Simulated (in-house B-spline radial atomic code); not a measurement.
# Al: excited configurations

Aim: the energies of several excited configurations of Al above a reference configuration, each from its own self-consistent run.

Method: Dirac-Hartree-Fock, average of configuration, Fermi nucleus, basis-set limit. Code: in-house B-spline radial atomic code version 1.

## Step 1: What is computed

| Quantity | Value |
| --- | --- |
| element | aluminium (Z = 13) |
| charge | 0 |
| electrons | 13 |
| configuration | [Ne] 3s2 3p1 |
| Hamiltonian | Dirac-Coulomb |
| nucleus | Fermi, rms radius 3.061 fm |

Outer shells as boxes (Hund's rule):

[Ne] 3s2 3p1
```
[Ne] core
3s [↑↓]
3p [↑ ][  ][  ]
```

The boxes draw the filling by Hund's rule, which heavy ions in jj coupling don't follow; these runs average over all states of the configuration.

Settings of the run:

```ini
Z = 13
electrons = 13.0
configuration = [Ne] 3s2 3p1
hamiltonian = dirac
method = hf
spin_polarised = False
nucleus = fermi
rms_radius = 3.061
mass_number = 27
atomic_mass = 26.981538408
speed_of_light = 137.035999084
```

From the earlier run of the reference: total energy -242.330751 hartree. Levels, eight at most:

| orbital | occupation | energy (eV) | <r> (bohr) |
| --- | --- | --- | --- |
| 1s1/2 | 2 | -1595.50 | 0.1199 |
| 2s1/2 | 2 | -134.13 | 0.6182 |
| 2p1/2 | 2 | -87.846 | 0.5987 |
| 2p3/2 | 4 | -87.373 | 0.6008 |
| 3s1/2 | 2 | -10.734 | 2.594 |
| 3p1/2 | 0.333333 | -5.713 | 3.431 |
| 3p3/2 | 0.666667 | -5.698 | 3.438 |

## Step 2: Run with [Ne] 3s2 7p1

Settings of the run:

```ini
Z = 13
electrons = 13.0
configuration = [Ne] 3s2 7p1
hamiltonian = dirac
method = hf
spin_polarised = False
nucleus = fermi
rms_radius = 3.061
mass_number = 27
atomic_mass = 26.981538408
speed_of_light = 137.035999084
```

## Step 3: Run with [He] 2s2 2p5 3s2 3p1 7s1

The settings differ from step 2 so:

```diff
@@ -2,3 +2,3 @@
 electrons = 13.0
-configuration = [Ne] 3s2 7p1
+configuration = [He] 2s2 2p5 3s2 3p1 7s1
 hamiltonian = dirac
```

## Step 4: [Ne] 3s1 3p1 5g1

The settings differ from step 3 so:

```diff
@@ -2,3 +2,3 @@
 electrons = 13.0
-configuration = [He] 2s2 2p5 3s2 3p1 7s1
+configuration = [Ne] 3s1 3p1 5g1
 hamiltonian = dirac
```

## Step 5: Configuration [He] 2s2 2p5 3s2 3p1 5p1

The settings differ from step 4 so:

```diff
@@ -2,3 +2,3 @@
 electrons = 13.0
-configuration = [Ne] 3s1 3p1 5g1
+configuration = [He] 2s2 2p5 3s2 3p1 5p1
 hamiltonian = dirac
```

## Step 6: Configuration [Ne] 3s2 5s1

The settings differ from step 5 so:

```diff
@@ -2,3 +2,3 @@
 electrons = 13.0
-configuration = [He] 2s2 2p5 3s2 3p1 5p1
+configuration = [Ne] 3s2 5s1
 hamiltonian = dirac
```

## Step 7: Run with [He] 2s2 2p5 3s2 3p1 7d1

The settings differ from step 6 so:

```diff
@@ -2,3 +2,3 @@
 electrons = 13.0
-configuration = [Ne] 3s2 5s1
+configuration = [He] 2s2 2p5 3s2 3p1 7d1
 hamiltonian = dirac
```

## Step 8: Configuration [Ne] 3s1 3p1 7p1

The settings differ from step 7 so:

```diff
@@ -2,3 +2,3 @@
 electrons = 13.0
-configuration = [He] 2s2 2p5 3s2 3p1 7d1
+configuration = [Ne] 3s1 3p1 7p1
 hamiltonian = dirac
```

## Step 9: Configuration [Ne] 3s1 3p1 5p1

The settings differ from step 8 so:

```diff
@@ -2,3 +2,3 @@
 electrons = 13.0
-configuration = [Ne] 3s1 3p1 7p1
+configuration = [Ne] 3s1 3p1 5p1
 hamiltonian = dirac
```

Q: How far above the reference does each configuration lie (order and size, in eV)?

**Answer**, as computed:

| net move | configuration | energy above the reference (eV) | with Breit, QED, recoil (eV) | largest <r> (bohr) |
| --- | --- | --- | --- | --- |
| 3p → 5s | [Ne] 3s2 5s1 | 4.232 | 4.233 | 16.4 |
| 3p → 7p | [Ne] 3s2 7p1 | 5.084 | 5.084 | 49.6 |
| 3s → 5p | [Ne] 3s1 3p1 5p1 | 9.138 | 9.136 | 19.7 |
| 3s → 5g | [Ne] 3s1 3p1 5g1 | 9.593 | 9.591 | 27.5 |
| 3s → 7p | [Ne] 3s1 3p1 7p1 | 9.721 | 9.718 | 48.2 |
| 2p → 5p | [He] 2s2 2p5 3s2 3p1 5p1 | 79.703 | 79.680 | 18.8 |
| 2p → 7s | [He] 2s2 2p5 3s2 3p1 7s1 | 80.247 | 80.224 | 40.9 |
| 2p → 7d | [He] 2s2 2p5 3s2 3p1 7d1 | 80.455 | 80.432 | 66.8 |

Quantum defects of the promoted electron, δ = n − ζ/√(−2ε) with ζ = 1 and ε its orbital energy in hartree:

| promotion | δ |
| --- | --- |
| 3p → 5s | 1.709 |
| 3p → 7p | 1.201 |
| 3s → 5p | 1.373 |
| 3s → 5g | 0.000 |
| 3s → 7p | 1.335 |
| 2p → 5p | 1.449 |
| 2p → 7s | 1.785 |
| 2p → 7d | 0.169 |

**Reading.** At the bottom stands 3p → 5s (4.232 eV), at the top 2p → 7d (80.455 eV). Koopmans' estimate of the ionisation threshold is 5.698 eV; 6 configurations exceed it by over 2 % and could autoionise. Of those tabulated, the defect is largest for 7s (1.79) and least for 5g (0.00): low angular momentum penetrates the core, high angular momentum stays outside it. Two partly filled shells share a symmetry and can mix in the average, which may lower the energy, for: 3s → 5p; 3s → 7p; 2p → 5p; 2p → 7s; 2p → 7d. These are averages over configurations, without correlation, not spectroscopic levels.
